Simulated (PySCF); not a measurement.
# A diatomic session: TlIn+

One job finds the state of TlIn+, follows it along the bond with each method and fits the curves.

The runs use PySCF 2.14.0; Tl def2-SVP with ECP60, In def2-SVP with ECP28, scalar-relativistic core potentials.

## Step 1: The job

Settings of the job:

| Quantity | Value |
| --- | --- |
| atoms | Tl, In |
| charge | 1 |
| basis | Tl def2-SVP with ECP60, In def2-SVP with ECP28 |
| Hamiltonian | scalar-relativistic core potentials |
| basis functions | 52 |
| electrons treated | 41 |
| masses in u | 204.9744, 114.9039 |
| levels | PBE0, PBE, r²SCAN, M06-L, M06-2X, TPSS, HF, MP2, SCS-MP2, CCSD, CCSD(T) |
| grid | 80 radial by 434 angular points |
| occupations | held fixed by the projection of orbital angular momentum |
| dissociation limit | Tl + In+, each in its ground configuration |
| starting distance in angstrom | 2.920 |
| values of 2S to try | 1, 3 |

On the command line:

```sh
> OMP_NUM_THREADS=1 python dia.py task.json out
```

Further steps of the session: The PBE0 curve of the state that the search chose; Other states along the same grid; PBE (GGA); r²SCAN (meta-GGA); M06-L (meta-GGA); M06-2X (hybrid meta-GGA); TPSS; UHF (mean field); MP2 and coupled cluster.

**Question.** What will these runs give? Wanted: for each run, Re; ωe; De; μ.

The runs gave:

Lowest PBE0 solution found, without spin–orbit coupling: ²Σ⁺ (doublet), unpaired electrons σ ↑. State 2 has its PBE0 minimum 0.66 eV higher. The other levels ran on the lowest alone.

| level | Re (Å) | ωe (cm⁻¹) | De (eV) | μ (D) |
| --- | --- | --- | --- | --- |
| UHF | 3.699 | 58.7 | 1.14 | 1.76 |
| UHF-MP2 | 3.580 | 63.6 | 1.28 | n/a |
| UHF-SCS-MP2 | 3.615 | 61.8 | 1.24 | n/a |
| UHF-CCSD | 3.594 | 63.7 | 1.27 | n/a |
| UHF-CCSD(T) | 3.582 | 64.4 | 1.29 | n/a |
| PBE | 3.686 | 55.4 | 1.56 | 2.11 |
| TPSS | 3.669 | 55.3 | 1.55 | 2.01 |
| r²SCAN | 3.620 | 59.3 | 1.57 | 2.01 |
| M06-L | 3.684 | 57.1 | 1.63 | 1.86 |
| PBE0 | 3.615 | 60.2 | 1.50 | 2.01 |
| M06-2X | 3.626 | 61.2 | 1.34 | 1.72 |

De is counted to Tl + In+ in their ground configurations. A positive dipole points from Tl to In; in an ion it is taken about the centre of mass and does not tell which atom is negative.

Differences from CCSD(T) in the same basis:

| level | Re (mÅ) | ωe (%) |
| --- | --- | --- |
| UHF | +117 | -8.8 |
| UHF-MP2 | -2 | -1.3 |
| UHF-SCS-MP2 | +33 | -4.0 |
| UHF-CCSD | +12 | -1.1 |
| PBE | +104 | -13.9 |
| TPSS | +87 | -14.1 |
| r²SCAN | +38 | -7.8 |
| M06-L | +102 | -11.3 |
| PBE0 | +33 | -6.4 |
| M06-2X | +44 | -4.9 |

Judged by CCSD(T) in the same basis: best bond length UHF-MP2 (-2 mÅ), worst UHF (+117 mÅ); best wavenumber UHF-CCSD (-1.1 %), worst TPSS (-14.1 %). CCSD(T) in a basis this small is itself some way from its limit, more so than the functionals. Among the levels with a De in the table, it runs from 1.14 eV (UHF) to 1.63 eV (M06-L).

Correlated steps freeze 8 core orbitals. These are scalar-relativistic numbers at best; spin–orbit coupling would shift them, the dissociation energy most. With spin–orbit coupling the term label itself may not hold.
